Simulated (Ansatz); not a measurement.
H3O2Sb, SMILES [OH][SbH][OH], vertical and adiabatic energies of changing the electron count

Program: Ansatz 0.2.0 through its Python package.

Interactive session:
```pycon
>>> import itertools
>>> import warnings
>>> import ansatz as az
>>> from ase import Atoms
>>> from ase.data import atomic_numbers, covalent_radii
>>> import numpy as np
>>> warnings.simplefilter("ignore", az.DeckWarning)
>>> atoms = Atoms(["O", "Sb", "O", "H", "H", "H"], positions=[
...     [-1.1902, -0.7387, -0.1865],
...     [0.5121, 0.1447, -0.7583],
...     [1.1707, 0.1163, 1.1326],
...     [-1.768, -0.5333, -0.9726],
...     [-0.1348, 1.7618, -0.5643],
...     [1.4524, -0.8148, 1.3028],
... ])
>>> geometry = az.Crystal.molecule_from_ase(atoms)
>>> base = geometry.calculation().basis(gaussian="def2-SVP").functional("PBE")
>>> symbols = [site.symbol for site in geometry.cartesian_sites]
>>> start = np.array([site.position_ang for site in geometry.cartesian_sites], dtype=float)
>>> report = base.relax(force_tolerance=0.01).run(threads=1).report
>>> end = np.array(report["positions_ang"])
>>> minimum = az.Crystal.molecule()
>>> for symbol, place in zip(symbols, end):
...     minimum = minimum.atom(symbol, place.tolist())
...
>>> ion = minimum.calculation().basis(gaussian="def2-SVP").functional("PBE").charge(1).spin("collinear", total=1)
>>> vertical = ion.run(threads=1).report
>>> settled = ion.relax(force_tolerance=0.01, max_steps=80).run(threads=1).report
>>> print(f"vertical ionisation energy   {vertical['free_energy_ev'] - report['free_energy_ev']:.3f} eV")
vertical ionisation energy   9.265 eV
>>> print(f"adiabatic, no zero point     {settled['free_energy_ev'] - report['free_energy_ev']:.3f} eV")
adiabatic, no zero point     8.880 eV
>>> print(f"relaxation energy of the ion {vertical['free_energy_ev'] - settled['free_energy_ev']:.3f} eV")
relaxation energy of the ion 0.385 eV
>>> ionised = np.array(settled["positions_ang"])
>>> # pairs closer than 1.2 times the sum of covalent radii, before or after
>>> radius = [covalent_radii[atomic_numbers[s]] for s in symbols]
>>> span = lambda where, i, j: np.linalg.norm(where[i] - where[j])
>>> bonded = [(i, j) for i, j in itertools.combinations(range(len(symbols)), 2) if min(span(end, i, j), span(ionised, i, j)) < 1.2 * (radius[i] + radius[j])]
>>> print("pair        before    after (A)")
pair        before    after (A)
>>> for i, j in bonded:
...     print(f"{symbols[i]}{i}-{symbols[j]}{j}".ljust(10), f"{span(end, i, j):8.4f} {span(ionised, i, j):8.4f}")
...
O0-Sb1       2.0247   1.9737
O0-H3        0.9778   0.9855
Sb1-O2       2.0248   1.9737
Sb1-H4       1.7326   1.7329
O2-H5        0.9777   0.9855
>>> for first, second in list(itertools.combinations(bonded, 2)):
...     shared = set(first) & set(second)
...     if shared and symbols[(j := shared.pop())] != "H":
...         i, k = sorted((set(first) | set(second)) - {j})
...         u, v = ionised[i] - ionised[j], ionised[k] - ionised[j]
...         angle = np.degrees(np.arccos(np.clip(u @ v / np.linalg.norm(u) / np.linalg.norm(v), -1, 1)))
...         print(f"final angle {symbols[i]}{i}-{symbols[j]}{j}-{symbols[k]}{k}: {angle:.2f} deg")
...
final angle Sb1-O0-H3: 119.56 deg
final angle O0-Sb1-O2: 111.38 deg
final angle O0-Sb1-H4: 96.67 deg
final angle O2-Sb1-H4: 96.67 deg
final angle Sb1-O2-H5: 119.56 deg
```

Notes:
- These settings explore the input space; basis and method may be short of convergence.
- The energies are electronic: no zero-point or thermal terms, and the basis set is short of its limit. The product may relax into another structure. The relaxation finds the nearest minimum, so the adiabatic value is an upper bound.
- def2 sets replace the cores of elements past krypton by effective core potentials.
- It ran for 54 s on 1 thread of AMD EPYC 7R43 64-Core Processor (Zen 3), with other jobs on the host, peak memory 0.23 GiB.
